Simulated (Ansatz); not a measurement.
# Zn2BF: the cost of one run

Method: DFT PBE, scalar-relativistic, plane waves, PAW, unless a step names another level, in Ansatz 0.2.0.

9 further runs of the same task are left out: 9 set aside as unsound or not needed. Runs told in other sessions of the task aren't counted.

### 1 What the formula suggests

Pauling electronegativities: Zn 1.65, B 2.04, F 3.98 (spread 2.33). The formula balances with common oxidation states: Zn +2, F -1, B -3. Tabulated atomic sizes suggest about 12 Å³/atom. 36 candidates were drawn, by swapping species into database cells of other compounds, at random by space group and Wyckoff sites, or by hand, as the table says:

| name | made from | space group no. | Wyckoff sites | atoms (primitive cell) | V (Å³/atom) |
| --- | --- | --- | --- | --- | --- |
| c01 | random | 191 | Zn 2c; B 1a; F 1b | 4 | 12.3 |
| c02 | random | 65 | Zn 4e; B 2d; F 2a | 4 | 11.9 |
| c03 | built by hand: anti-chalcopyrite | 122 | Zn 8d; B 4a; F 4b | 8 | 11.6 |
| c04 | elements ordered on the sites of the Cu3Sb, Zn/B on Cu | 59 | Zn 4e; B 2b; F 2a | 8 | 12.2 |
| c05 | elements ordered on the sites of the TiPt3, Zn/B on Pt | 123 | Zn 2e; B 1c; F 1a | 4 | 12.2 |
| c06 | database cell of Ca2NCl | 166 | Zn 6c; B 3a; F 3b | 4 | 10.6 |
| c07 | random | 55 | Zn 4g; B 2b; F 2c | 8 | 11.6 |
| c08 | database cell of CuNiSb2 | 164 | Zn 2d; B 1a; F 1b | 4 | 10.7 |
| c09 | random | 123 | Zn 2h; B 1c; F 1b | 4 | 13.9 |
| c10 | database cell of LuCuSe2 | 156 | Zn 1c, 1a; B 1a; F 1b | 4 | 11.6 |
| c11 | database cell of Li2NiN | 191 | Zn 2c; B 1b; F 1a | 4 | 12.0 |
| c12 | built by hand: Mg2NF (anti-LiFeO2) | 141 | Zn 8e; B 4a; F 4b | 8 | 11.6 |
| c13 | database cell of TmCuTe2 | 156 | Zn 1b, 1c; B 1b; F 1a | 4 | 12.8 |
| c14 | database cell of InCuSe2 | 8 | Zn 2a, 2a; B 2a; F 2a | 4 | 13.0 |
| c15 | elements ordered on the sites of the Rb3As, Zn/B on Rb | 194 | Zn 4f; B 2b; F 2c | 8 | 12.2 |
| c16 | database cell of LaIn2Pd | 63 | Zn 8f; B 4c; F 4c | 8 | 11.7 |
| c17 | database cell of Tb2AlCu | 123 | Zn 2h; B 1b; F 1a | 4 | 13.5 |
| c18 | built by hand: anti-LiGaO2 (ordered wurtzite) | 33 | Zn 4a, 4a; B 4a; F 4a | 16 | 11.6 |
| c19 | database cell of NaCuO2 | 12 | Zn 4i; B 2a; F 2c | 4 | 10.7 |
| c20 | database cell of Ti2NiPd | 25 | Zn 1b, 1a; B 1d; F 1c | 4 | 13.4 |
| c21 | random | 100 | Zn 4c; B 2b; F 2b | 8 | 12.9 |
| c22 | random | 191 | Zn 2d; B 1b; F 1a | 4 | 12.9 |
| c23 | built by hand: anti-alpha-NaFeO2 | 166 | Zn 6c; B 3a; F 3b | 4 | 11.6 |
| c24 | built by hand: layered ordered zinc blende | 115 | Zn 2g; B 1a; F 1c | 4 | 11.6 |
| c25 | random | 59 | Zn 4e; B 2a; F 2a | 8 | 11.6 |
| c26 | random | 227 | Zn 16c; B 8b; F 8a | 8 | 12.4 |
| c27 | built by hand: segregated boron honeycomb with Zn-F slabs | 164 | Zn 2c, 2d; B 2d; F 2d | 8 | 11.6 |
| c28 | random | 123 | Zn 2g; B 1c; F 1b | 4 | 13.1 |
| c29 | random | 191 | Zn 2e; B 1b; F 1a | 4 | 13.3 |
| c30 | random | 191 | Zn 4h; B 2c; F 2e | 8 | 14.5 |
| c31 | database cell of Er2CuNi | 38 | Zn 2b, 2a; B 2b; F 2a | 4 | 13.3 |
| c32 | random | 2 | Zn 2i; B 1g; F 1e | 4 | 15.0 |
| c33 | random | 71 | Zn 4j; B 2a; F 2b | 4 | 13.4 |
| c34 | random | 187 | Zn 2i; B 1e; F 1b | 4 | 12.8 |
| c35 | random | 156 | Zn 1b, 1c; B 1a; F 1b | 4 | 12.3 |
| c36 | random | 70 | Zn 16f; B 8b; F 8a | 8 | 12.8 |

### 2 Screening run of c01

input.yaml

```yaml
crystal:
  lattice:
    - [3.75826885, 0.0, 0.0]
    - [-1.87913443, 3.2547563, 0.0]
    - [0.0, 0.0, 4.03125138]
  atoms:
    - { symbol: Zn, position: [0.33333333, 0.66666667, 0.0] }
    - { symbol: Zn, position: [0.66666667, 0.33333333, 0.0] }
    - { symbol: B, position: [0.0, 0.0, 0.0] }
    - { symbol: F, position: [0.0, 0.0, 0.5] }
basis:
  ecutwfc: 420
kpoints:
  mp_grid: { grid: [4, 4, 4] }
hamiltonian:
  xc: pbe
scf:
  occupations: { method: gaussian, width: 0.15 }
  lower_state_search: "off"
output:
  forces: true
  stress: true
  eigenvalues: true
relax:
  adjacent_minimum: "off"
  f_tol: 0.08
  max_steps: 16
  cell: { stress_tol: 0.8 }
```

Started as:

```sh
> ansatz run input.yaml --threads 1 --pin off --max-ram 2560MiB --backend cpu --events-out ev --progress --plain --runs-dir out
```

What time and memory should one allow on 1 thread of Intel Xeon 6975P-C (Granite Rapids), shared host?

About 5.3 s, with a peak of 0.38 GiB.
